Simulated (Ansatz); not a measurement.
# GeH6SeSi: basis-set convergence

Aim: see how fast density functionals converge with the basis set for GeH6SeSi.

Computed with Ansatz 0.2.0, Gaussian basis. Level: one geometry, several basis sets.

Levels to be run: PBE0-D4/def2-SVP; ωB97M-V/def2-SVP; PBE0-D4/def2-QZVPP; ωB97M-V/def2-QZVPP; the functionals' def2-TZVPP values are taken from earlier runs.

### 1 Structure used throughout

All runs share one geometry, relaxed beforehand with PBE0-D4 in a triple-zeta def2 set.

SMILES `[SiH3][Se][GeH3]`, 9 atoms, charge 0, spin multiplicity 1.

Atoms are counted from 1 here; the program's logs count them from 0.

Bond lengths: Si1–Se2 2.273 Å, Si1–H4 1.486 Å, Si1–H5 1.483 Å, Si1–H6 1.486 Å, Se2–Ge3 2.358 Å, Ge3–H7 1.536 Å, Ge3–H8 1.533 Å, Ge3–H9 1.536 Å. Angles: Se2–Si1–H4 110.9°, Se2–Si1–H5 106.5°, Se2–Si1–H6 111.0°, H4–Si1–H5 109.9°, H4–Si1–H6 108.6°, H5–Si1–H6 109.9°, Si1–Se2–Ge3 94.9°, Se2–Ge3–H7 109.7°, Se2–Ge3–H8 105.9°, Se2–Ge3–H9 109.8°, H7–Ge3–H8 110.8°, H7–Ge3–H9 109.8°, H8–Ge3–H9 110.7°.

### 2 PBE0-D4 in def2-SVP

in.yaml

```yaml
crystal:
  periodic: [false, false, false]
  atoms:
    - {symbol: Si, position_ang: [-0.754887, 0.820513, -1.278457]}
    - {symbol: Se, position_ang: [1.367826, 0.708894, -0.472323]}
    - {symbol: Ge, position_ang: [0.847253, -0.801662, 1.261183]}
    - {symbol: H, position_ang: [-1.226756, -0.517818, -1.718716]}
    - {symbol: H, position_ang: [-0.718402, 1.749371, -2.434148]}
    - {symbol: H, position_ang: [-1.689694, 1.335012, -0.244475]}
    - {symbol: H, position_ang: [0.279276, -2.099036, 0.665964]}
    - {symbol: H, position_ang: [2.166349, -1.072089, 1.994083]}
    - {symbol: H, position_ang: [-0.182566, -0.169484, 2.209789]}
basis:
  gaussian: {orbitals: def2-SVP}
hamiltonian: {xc: pbe0, dispersion: d4}
output: {orbitals: {seedname: orbitals}}
```

The runs that follow: ωB97M-V in def2-SVP; PBE0-D4 in def2-QZVPP; ωB97M-V in def2-QZVPP.

**Question.** What will the summary of the whole plan be? Wanted: PBE0-D4: double and triple zeta above quadruple; ωB97M-V: double and triple zeta above quadruple.

The runs gave:

| quantity | value |
| --- | --- |
| PBE0-D4: double and triple zeta above quadruple | 20.87, 2.87 eV |
| ωB97M-V: double and triple zeta above quadruple | 20.79, 2.78 eV |

**Reading.** For PBE0-D4 the step from double to triple zeta gains 18.00 eV and the next only 2.87 eV. These are total energies; as a rule much of such shifts cancels in differences, which this series doesn't test. The LUMO of ωB97M-V is positive and keeps falling with the basis (1.68 to 0.99 eV): an unbound level that the basis holds in place.
